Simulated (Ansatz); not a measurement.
**BGeF+ (quartet): wave-function methods side by side, cc-pVDZ**

One table from this session's results is given with a row withheld; the runs are named, their logs left out.

The runs use Ansatz 0.2.0, Gaussian basis; cc-pVDZ, core rule «outside noble gas», up to 16 orbitals frozen.

The runs, in order: UHF; CCSD(T) on ROHF; CCSD(T) on UHF; BCCD(T) on ROHF; CISD as a restricted active space (open shells left free, so some higher excitations enter); CCSDT(Q) on ROHF; CCSDT(Q) on UHF; CASSCF and MRCISD+Q, 11 electrons in 11 orbitals; CASSCF and NEVPT2, 11 electrons in 11 orbitals.

25 further runs of the same task are left out: 2 for a known fault of the program, 11 that didn't finish, 12 set aside as unsound or not needed. Runs told in other sessions of the task aren't counted.

## The geometry

The geometry is a PBE0/def2-TZVP stationary point (not a proven minimum) of the parent state, kept for this charge and spin. No spin-orbit coupling is included. The filled d shell of Ge may be among the frozen orbitals whatever the setting's name suggests.

3 atoms, charge 1, spin multiplicity 4.

Atoms are counted from 1 here; the program's logs count them from 0.

Bond lengths: F1–B2 1.280 Å, B2–Ge3 1.971 Å. Angles: F1–B2–Ge3 180.0°.

Set-up of the first run:

in.yaml reads:

```yaml
crystal:
  periodic: [false, false, false]
  atoms:
    - {symbol: F, position_ang: [0.000000, 0.000000, -1.510700]}
    - {symbol: B, position_ang: [0.000000, 0.000000, -0.230200]}
    - {symbol: Ge, position_ang: [0.000000, 0.000000, 1.740900]}
basis:
  gaussian: {orbitals: cc-pVDZ}
total_charge: 1
magnetization: {spin_polarized: true, initial_magnetization: 3}
hamiltonian: {xc: hf}
output: {orbitals: {seedname: orbitals}}
```

Command:

```bash
> ansatz run in.yaml --threads 1 --pin off --events-out ev --progress --plain --max-ram 2393MiB
```

Among the steps run: UHF; CCSD(T) on ROHF; CCSD(T) on UHF; BCCD(T) on ROHF; CISD as a restricted active space (open shells left free, so some higher excitations enter); CCSDT(Q) on ROHF; CCSDT(Q) on UHF; CASSCF and MRCISD+Q, 11 electrons in 11 orbitals; CASSCF and NEVPT2, 11 electrons in 11 orbitals.

One table of the session follows, with a row left open; its other results are not shown here.

| method | from RCCSDT(Q) (kJ/mol) |
| --- | --- |
| ROHF | +832.8 |
| UHF | +827.6 |
| RMP2 | +78.7 |
| UMP2 | +76.2 |
| CISD | +92.5 |
| RCCSD | +30.2 |
| UCCSD | +28.3 |
| RCCSD(T) | +5.2 |
| UCCSD(T) | +3.4 |
| BCCD(T) | +4.5 |
| RCCSDT | +1.6 |
| UCCSDT | ? |
| RCCSDT(Q) | 0 |
| UCCSDT(Q) | -2.3 |
| CASSCF valence | +516.9 |
| NEVPT2 valence | +114.0 |
| MRCISD valence | +48.6 |
| MRCISD+Q valence | +20.9 |

**Question.** Estimate the row for UCCSDT.

The run gave: from RCCSDT(Q) (kJ/mol): -0.2. In the column «from RCCSDT(Q) (kJ/mol)» it lies between UCCSDT(Q) (-2.3) and RCCSDT(Q) (0).

Limits of these values: Restricted and unrestricted rows rest on different reference determinants; a gap between their highest levels can come from leftover correlation error, from unlike frozen cores or from another state.
